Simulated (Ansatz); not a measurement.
**H8InNSi: how energies converge with the basis set**

One table from this session's results is given with a row withheld; the runs are named, their logs left out.

Program: Ansatz 0.2.0, Gaussian basis. Level of theory: one geometry, several basis sets. These are calculated values, not measurements.

Plan: PBE0-D4/def2-SVP; ωB97M-V/def2-SVP; PBE0-D4/def2-QZVPP; ωB97M-V/def2-QZVPP; the functionals' def2-TZVPP values are taken from earlier runs.

1 further run of the same task is left out (for a known fault of the program).

## The relaxed structure

An earlier PBE0-D4 in a triple-zeta def2 set relaxation fixed the geometry. In takes the def2 core potential; no spin-orbit term is included.

SMILES `[SiH3][NH2+][InH3-]`, 11 atoms, charge 0, spin multiplicity 1.

Atoms are counted from 1 here; the program's logs count them from 0.

Bond lengths: Si1–N2 1.770 Å, Si1–H4 1.487 Å, Si1–H5 1.479 Å, Si1–H6 1.479 Å, N2–In3 2.434 Å, N2–H7 1.014 Å, N2–H8 1.014 Å, In3–H9 1.734 Å, In3–H10 1.734 Å, In3–H11 1.735 Å. Angles: N2–Si1–H4 111.5°, N2–Si1–H5 106.8°, N2–Si1–H6 106.8°, H4–Si1–H5 109.9°, H4–Si1–H6 109.9°, H5–Si1–H6 112.1°, Si1–N2–In3 113.7°, Si1–N2–H7 113.9°, Si1–N2–H8 113.9°, In3–N2–H7 103.4°, In3–N2–H8 103.5°, H7–N2–H8 107.2°, N2–In3–H9 96.2°, N2–In3–H10 96.2°, N2–In3–H11 94.8°, H9–In3–H10 119.0°, H9–In3–H11 119.0°, H10–In3–H11 119.0°.

The first run:

in.yaml reads:

```yaml
crystal:
  periodic: [false, false, false]
  atoms:
    - {symbol: Si, position_ang: [-1.099102, 1.067253, -0.575833]}
    - {symbol: N, position_ang: [-0.629729, -0.552249, -0.038594]}
    - {symbol: In, position_ang: [1.697986, -0.718078, 0.653300]}
    - {symbol: H, position_ang: [-2.528870, 1.113720, -0.981657]}
    - {symbol: H, position_ang: [-0.237768, 1.399476, -1.731148]}
    - {symbol: H, position_ang: [-0.871328, 1.978154, 0.566747]}
    - {symbol: H, position_ang: [-1.140880, -0.880875, 0.773549]}
    - {symbol: H, position_ang: [-0.714351, -1.264570, -0.755722]}
    - {symbol: H, position_ang: [1.594982, 0.443289, 1.937021]}
    - {symbol: H, position_ang: [2.380491, -0.235002, -0.865959]}
    - {symbol: H, position_ang: [1.613970, -2.408120, 1.038797]}
basis:
  gaussian: {orbitals: def2-SVP}
hamiltonian: {xc: pbe0, dispersion: d4}
output: {orbitals: {seedname: orbitals}}
```

The run is started by

```sh
$ ansatz run in.yaml --threads 4 --pin off --events-out ev --progress --plain --max-ram 10444MiB
```

Steps of the session up to this table: PBE0-D4 in def2-SVP; ωB97M-V in def2-SVP; PBE0-D4 in def2-QZVPP; ωB97M-V in def2-QZVPP.

One of the session's tables, all rows but one given; the rest of the session is left out.

```
functional       basis  HOMO (eV)
   PBE0-D4    def2-SVP          ?
   PBE0-D4  def2-TZVPP      -7.41
   PBE0-D4  def2-QZVPP      -7.42
   ωB97M-V    def2-SVP      -9.49
   ωB97M-V  def2-TZVPP      -9.63
   ωB97M-V  def2-QZVPP      -9.64
```

Estimate the missing values for PBE0-D4, def2-SVP.

**Answer.** HOMO (eV): -7.33. In the column «HOMO (eV)» it is the highest.
